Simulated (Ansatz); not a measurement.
**ZrSnTe: further runs on the relaxed cell**

The task here is to estimate one member of a computed series from the others.

Computed with Ansatz 0.2.0 (DFT PBEsol, scalar-relativistic, plane waves, PAW, unless a step's input says otherwise).

## The starting structure

Symmetry: P4/nmm, No. 129, tetragonal system. The conventional cell has a = 4.042 Å, b = 4.042 Å, c = 8.684 Å, α = 90.00°, β = 90.00°, γ = 90.00°. Zr (site symmetry 4mm) is surrounded by 5 Te at 3.03 to 3.07 Å and 4 Sn at 3.06 Å. Sn (site symmetry -4m2) is surrounded by 4 Sn at 2.86 Å and 4 Zr at 3.06 Å. Te (site symmetry 4mm) has 5 Zr at 3.03 to 3.07 Å as nearest neighbours.

As a file:

```cif
data_structure
_symmetry_space_group_name_H-M 'P 1'
_symmetry_Int_Tables_number 1
_cell_length_a 4.0418
_cell_length_b 4.0418
_cell_length_c 8.6842
_cell_angle_alpha 90.000
_cell_angle_beta 90.000
_cell_angle_gamma 90.000
_cell_volume 141.87
loop_
_atom_site_label
_atom_site_type_symbol
_atom_site_fract_x
_atom_site_fract_y
_atom_site_fract_z
_atom_site_occupancy
Zr1 Zr 0.50000 0.00000 0.26458 1
Zr2 Zr 0.00000 0.50000 0.73542 1
Sn1 Sn 0.00000 0.00000 0.00000 1
Sn2 Sn 0.50000 0.50000 0.00000 1
Te1 Te 0.50000 0.00000 0.61829 1
Te2 Te 0.00000 0.50000 0.38171 1
```

It goes back to an entry of the Materials Project, which need not be the stable form.

It is the result of an earlier relaxation at this level (volume 23.64 Å³/atom; gap on the mesh: none (metal)).

The first run:

Input file input.yaml:

```yaml
crystal:
  lattice:
    - [4.0010203494, 0.0, 0.0]
    - [0.0, 4.0010203494, 0.0]
    - [0.0, 0.0, 8.5964750373]
  atoms:
    - { symbol: Zr, position: [0.5, 0.0, 0.2645754297] }
    - { symbol: Zr, position: [0.0, 0.5, 0.7354245703] }
    - { symbol: Sn, position: [0.0, 0.0, 0.0] }
    - { symbol: Sn, position: [0.5, 0.5, 0.0] }
    - { symbol: Te, position: [0.5, 0.0, 0.6182875592] }
    - { symbol: Te, position: [0.0, 0.5, 0.3817124408] }
basis:
  ecutwfc: 420
kpoints:
  mp_grid: { grid: [10, 10, 4] }
hamiltonian:
  xc: pbesol
scf:
  occupations: { method: gaussian, width: 0.1 }
output:
  forces: true
  stress: true
  eigenvalues: true
relax:
  adjacent_minimum: "off"
  f_tol: 0.01
  max_steps: 30
  cell: { stress_tol: 0.1, fix: [volume] }
```

Launch:

```console
$ ansatz run input.yaml --threads 2 --pin off --max-ram 5120MiB --backend cpu --events-out ev --progress --plain --runs-dir out
```

Among the steps run: Volume × 0.97; Point at V/V0 = 1.03; Volume × 0.94; The cell scaled to 1.06 of its volume.

One of the session's tables, all rows but one given; the rest of the session is left out.

It belongs to the step «Energy against volume». 

| volume (Å³/atom) | energy above the lowest point (meV/atom) | pressure (GPa) |
| --- | --- | --- |
| 22.226 | 27.8 | 6.66 |
| 22.936 | 6.6 | 3.06 |
| 23.645 | 0.0 | 0.01 |
| 24.354 | ? | ? |
| 25.064 | 22.3 | -4.74 |

Q: Estimate the row for volume (Å³/atom) = 24.354 from the others.

Worked estimate for «energy above the lowest point (meV/atom)». A straight line through the neighbours (23.645, 0.0) and (25.064, 22.3) gives 0.0 + (22.3 − 0.0) × (24.354 − 23.645) / (25.064 − 23.645) = 11.1; a parabola fitted to 3 rows on both sides gives 5.2.

As computed: energy above the lowest point (meV/atom): 5.9; pressure (GPa): -2.56. In «energy above the lowest point (meV/atom)» the line misses by +5.2 and the parabola by -0.7.
